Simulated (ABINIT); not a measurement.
The system is CsBa3.

```
Ba Cs
1.0
     0.00000    5.22128    5.22128
     5.22128    0.00000    5.22128
     5.22128    5.22128    0.00000
Ba Cs
3 1
Direct
  0.50000 0.50000 0.50000
  0.75000 0.75000 0.75000
  0.25000 0.25000 0.25000
  0.00000 0.00000 0.00000
```

The cell comes from a database or a generator and needn't be the stable form of this composition.

- Program: ABINIT 10.8.3 (patched build)
- Task: single point
- Functional: PBE
- Potentials or basis: JTH PAW PBE v2.0
- Cutoff: 544 eV
- k mesh: 5 × 5 × 5
- Occupations: fermi-dirac, width 0.05 eV
- Spin: no spin polarisation

On this cell: pressure 0.0 GPa; largest force zero by symmetry; band gap on the k mesh none (metal or under the smearing width).

The same run follows on a disturbed copy (atoms moved at random, drawn with an rms of 0.05 Å):

```xyz
4
Lattice="0.0000 5.2213 5.2213 5.2213 0.0000 5.2213 5.2213 5.2213 0.0000" Properties=species:S:1:pos:R:3 pbc="T T T"
Ba    5.1896    5.2108    5.2129
Ba    7.8441    7.9121    7.8585
Ba    2.5938    2.5988    2.6260
Cs   -0.0363    0.0061    0.0461
```

Question: What changes?

Answer: The energy (extrapolated to zero smearing) moves by +1.6 meV/atom; pressure 0.0 GPa; largest force 0.101 eV/Å; band gap on the k mesh none (metal or under the smearing width).

Forces on the atoms (eV/Å):
```
Ba   0.034  0.055  0.041
Ba  -0.049 -0.088 -0.006
Ba  -0.014  0.010 -0.006
Cs   0.029  0.023 -0.028
```

Caveats: this set's barium file shifts pressures by 1.5 GPa and gaps by 0.1 eV against other sets.
